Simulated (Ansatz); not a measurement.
# Ba: one candidate structure

Aim: relax Ba from this start, alpha-boron type (R-3m, No. 166), and see where it ends.

Method: DFT r2SCAN, scalar-relativistic, plane waves, PAW, in Ansatz 0.2.0.

### Step 1. The starting structure

It takes space group R-3m (No. 166, trigonal). The conventional cell has a = 10.398 Å, b = 10.398 Å, c = 26.599 Å, α = 90.00°, β = 90.00°, γ = 120.00°. Ba (site symmetry m) is surrounded by 6 Ba at 3.53 to 3.82 Å. Around Ba (site symmetry m) lie 7 Ba at 3.77 to 4.26 Å.

Coordinates:

```
CELL_PARAMETERS angstrom
5.19896 3.00162 8.86632
-5.19896 3.00162 8.86632
0.00000 -6.00324 8.86632
ATOMIC_POSITIONS crystal
Ba 0.01019 0.65361 0.01019
Ba 0.01019 0.01019 0.65361
Ba 0.65361 0.01019 0.01019
Ba 0.98981 0.34639 0.98981
Ba 0.34639 0.98981 0.98981
Ba 0.98981 0.98981 0.34639
Ba 0.22118 0.63060 0.22118
Ba 0.22118 0.22118 0.63060
Ba 0.63060 0.22118 0.22118
Ba 0.77882 0.36940 0.77882
Ba 0.36940 0.77882 0.77882
Ba 0.77882 0.77882 0.36940
```

(A quick probe on a coarse mesh, which set the mesh and smearing, is not shown.)

### Step 3. Coarse relaxation

input.yaml reads:

```yaml
crystal:
  lattice:
    - [5.1989607241, 3.0016213736, 8.8663188587]
    - [-5.1989607241, 3.0016213736, 8.8663188587]
    - [0.0, -6.003242747, 8.8663188587]
  atoms:
    - { symbol: Ba, position: [0.01019, 0.65361, 0.01019] }
    - { symbol: Ba, position: [0.01019, 0.01019, 0.65361] }
    - { symbol: Ba, position: [0.65361, 0.01019, 0.01019] }
    - { symbol: Ba, position: [0.98981, 0.34639, 0.98981] }
    - { symbol: Ba, position: [0.34639, 0.98981, 0.98981] }
    - { symbol: Ba, position: [0.98981, 0.98981, 0.34639] }
    - { symbol: Ba, position: [0.22118, 0.6306, 0.22118] }
    - { symbol: Ba, position: [0.22118, 0.22118, 0.6306] }
    - { symbol: Ba, position: [0.6306, 0.22118, 0.22118] }
    - { symbol: Ba, position: [0.77882, 0.3694, 0.77882] }
    - { symbol: Ba, position: [0.3694, 0.77882, 0.77882] }
    - { symbol: Ba, position: [0.77882, 0.77882, 0.3694] }
basis:
  ecutwfc: 500
kpoints:
  mp_grid: { grid: [3, 3, 3] }
hamiltonian:
  xc: r2scan
scf:
  occupations: { method: gaussian, width: 0.1 }
  lower_state_search: "off"
output:
  forces: true
  stress: true
  eigenvalues: true
relax:
  adjacent_minimum: "off"
  f_tol: 0.04
  max_steps: 70
  cell: { stress_tol: 0.4 }
```

The session goes on with these runs: relaxing cell and atoms.

Q: Predict the outcome of this session.

The runs gave:

| quantity | value |
| --- | --- |
| cell (conventional) | a = 9.253 Å, b = 9.253 Å, c = 34.888 Å, α = 90.00°, β = 90.00°, γ = 120.00° |
| space group | R-3m (No. 166) |
| volume | 71.86 Å³/atom |
| gap on the mesh | none (metal) |

What this shows: The space group stayed R-3m, and from the first guess the volume went from 69.18 to 71.86 Å³/atom.
